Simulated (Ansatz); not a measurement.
# Ni (Fm-3m): relaxation of cell and ions from a Python script

Aim: a relaxation of cell and ions, for Ni (Fm-3m), run from a script.

All numbers are computed with Ansatz 0.2.0, driven from Python. Level of theory: DFT PBE, plane waves, PAW.

**1. Starting point**

Symmetry: Fm-3m, No. 225, cubic system. The conventional cell has a = 3.524 Å, b = 3.524 Å, c = 3.524 Å, α = 90.00°, β = 90.00°, γ = 90.00°. Ni (site symmetry m-3m) is surrounded by 12 Ni at 2.49 Å.

No structure file is read: the coordinates are typed or built in the script.

**2. Script**

Contents of ni.py:

```python
import warnings

import ansatz as az
from ase import Atoms
from ase.io import write
import numpy as np

def edges_and_angles(cell):
    cell = np.asarray(cell)
    a, b, c = np.linalg.norm(cell, axis=1)
    cosines = cell[1] @ cell[2] / (b * c), cell[0] @ cell[2] / (a * c), cell[0] @ cell[1] / (a * b)
    return (a, b, c, *np.degrees(np.arccos(cosines)))

warnings.simplefilter("ignore", az.DeckWarning)

cell = (
    az.Lattice.fcc(3.52387)
    .space_group(225)
    .atom("Ni", (0.0, 0.0, 0.0))
    .primitive()
    .moments(Ni=1.5)
)

job = (
    cell.calculation()
    .spin("collinear")
    .basis(16 * az.Ha)
    .occupations("fermi_dirac")
    .functional("pbe")
    .kpoints(14, center="gamma")
    .relax(max_steps=100, fix_cell=["angles"], stress_tolerance=0.1)
)
steps = []


def collect(event):
    if event["event"] == "relax_step":
        steps.append(event["data"])


outcome = job.session().plan().execute(on_event=collect)
summary = outcome.report
print("step   energy (eV)     max comp. (eV/A)   P (GPa)  SCF")
for s in steps:
    print(f"{s['step']:4d} {s['lagrangian_ev']:15.5f} {s['allowed_force_max_ev_ang']:12.4f} {s['pressure_gpa']:10.3f} {s['n_scf']:5d}")

first, last = steps[0], steps[-1]
symbols = [site.symbol for site in outcome.lattice.sites]
print(f"energy gained {first['lagrangian_ev'] - last['lagrangian_ev']:.4f} eV in {len(steps) - 1} steps")
for label, vectors in (("before", first["cell_ang"]), ("after", outcome.lattice.cell_ang)):
    print(label, "a b c (A) {:.4f} {:.4f} {:.4f}  angles {:.2f} {:.2f} {:.2f}".format(*edges_and_angles(vectors)), f" V = {abs(np.linalg.det(vectors)):.3f} A^3")
print("final stress xx yy zz (GPa, compression positive):", np.round(np.diag(summary["stress_gpa"]), 3) + 0.0)

relaxed = Atoms(symbols, positions=[site.position_ang for site in outcome.lattice.sites], cell=outcome.lattice.cell_ang, pbc=True)
write("relaxed.extxyz", relaxed, format="extxyz")

print("relaxed fractional positions")
for site in outcome.lattice.sites:
    print(f"  {site.symbol:2s}", " ".join(f"{v % 1:8.5f}" for v in np.round(site.position_frac, 5)))

change = np.array(last["positions_ang"]) @ np.linalg.inv(last["cell_ang"]) - np.array(first["positions_ang"]) @ np.linalg.inv(first["cell_ang"])
moved = np.linalg.norm(change @ np.array(last["cell_ang"]), axis=1)
print("displacement within the cell, strain taken out (A):", " ".join(f"{s}:{d:.3f}" for s, d in zip(symbols, moved)))

for key in ("converged", "n_iterations", "n_electrons", "n_kpoints", "n_pw", "n_symmetry_ops", "free_energy_ev", "fermi_energy_ev"):
    print(f"{key:18s} {summary[key]}")

print(f"net moment {summary['magnetization_mub']:.3f} muB, absolute {summary['absolute_magnetization_mub']:.3f} muB")
for index, (site, m) in enumerate(zip(outcome.lattice.sites, summary["site_moments_mub"])):
    print(f"  {index:2d} {site.symbol:2s} {m:7.3f}")
```

**3. Running it**

Launch:

```sh
$ python ni.py
```

Q: Predict the main results. Wanted: free energy; moment, net / absolute; moves of the relaxation; energy gained; last largest force component; relaxed conventional cell; space group at the end.

**Answer**, as computed:

| quantity | value |
| --- | --- |
| free energy | -5839.7474 eV |
| moment, net / absolute | 0.61 / 0.70 μB per cell |
| moves of the relaxation | 2 |
| energy gained (ahead of the last change of basis) | 0.1 meV/atom |
| last largest force component | 0.0000 eV/Å |
| relaxed conventional cell | a = 3.520 Å, b = 3.520 Å, c = 3.520 Å, α = 90.00°, β = 90.00°, γ = 90.00° |
| space group at the end | Fm-3m |

In words: Over 2 moves the cell shrank by 0.3 % in volume, and the space group stayed Fm-3m. The mesh is modest for a metal, so energies can be off by several to tens of meV an atom and pressures by half a GPa or more; differences at equal mesh fare better. Only differences from the Fermi energy are physical; the zero of the scale is a convention. Energies along a relaxation are free energies. Rows at an unchanged volume are solved on a plane-wave basis chosen afresh for that cell, so the energy jumps there and such rows are no steps of the walk. Edges and angles that the script prints are those of the cell as typed, here a primitive one.
